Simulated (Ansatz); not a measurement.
Predict the output of the script below (Ansatz 0.2.0, Python API).

`robust.py`:
```python
"""Refuse a result for SrAlGe that has doubts or was not closed by its thresholds."""

import warnings

import ansatz as az
from ase import Atoms

atoms = Atoms(
    ["Sr", "Al", "Ge"],
    scaled_positions=[
        (0.0, 0.0, 0.0),
        (2 / 3, 1 / 3, 0.5),
        (1 / 3, 2 / 3, 0.5),
    ],
    cell=[
        (4.29651948, 0.0, 0.0),
        (-2.14825974, 3.72089502, 0.0),
        (0.0, 0.0, 4.77902219),
    ],
    pbc=True,
)
cell = az.Crystal.from_ase(atoms)

model = (
    cell.calculation()
    .kpoints(spacing=0.29)  # sampling of the Brillouin zone
    .basis(41 * az.Ry)
    .functional("r2scan")
    .scf(tolerance=1e-08, max_iterations=150)
    .mixing("msr1")
    .occupations("fermi_dirac", width=0.01)
)

with warnings.catch_warnings(record=True) as caught:
    warnings.simplefilter("always")
    res = model.forces().stress().run()
for item in caught:
    if issubclass(item.category, (az.RunWarning, az.DeckWarning)):
        print(item.category.__name__, "-", str(item.message)[:120])
r = res.report
doubts = r["published_state_doubts"]
if doubts or r.get("closed_by") != "deck_thresholds":
    print("rejected:", doubts, r.get("closed_by"))
else:
    print(f"accepted: F = {r['free_energy_ev']:.5f} eV")
```

Running `python robust.py` prints:
```text
DeckWarning - output.stress: scf.convergence.dr2_threshold = 1e-8 eV is looser than the 3e-10 eV advised for a printed stress (1e-10 e
accepted: F = -8400.09983 eV
```

These settings explore the input space; cutoff and mesh may be short of convergence. For a metal this k-point mesh is coarse: on a finer one energies can move by several to tens of meV an atom and pressures by half a GPa or more, differences at one mesh by less. The structure comes from a database of computed cells and needn't be a stable or known phase. It ran for 8.6 s on 1 thread of Arm Neoverse V2, with other jobs on the host, peak memory 0.6 GiB.
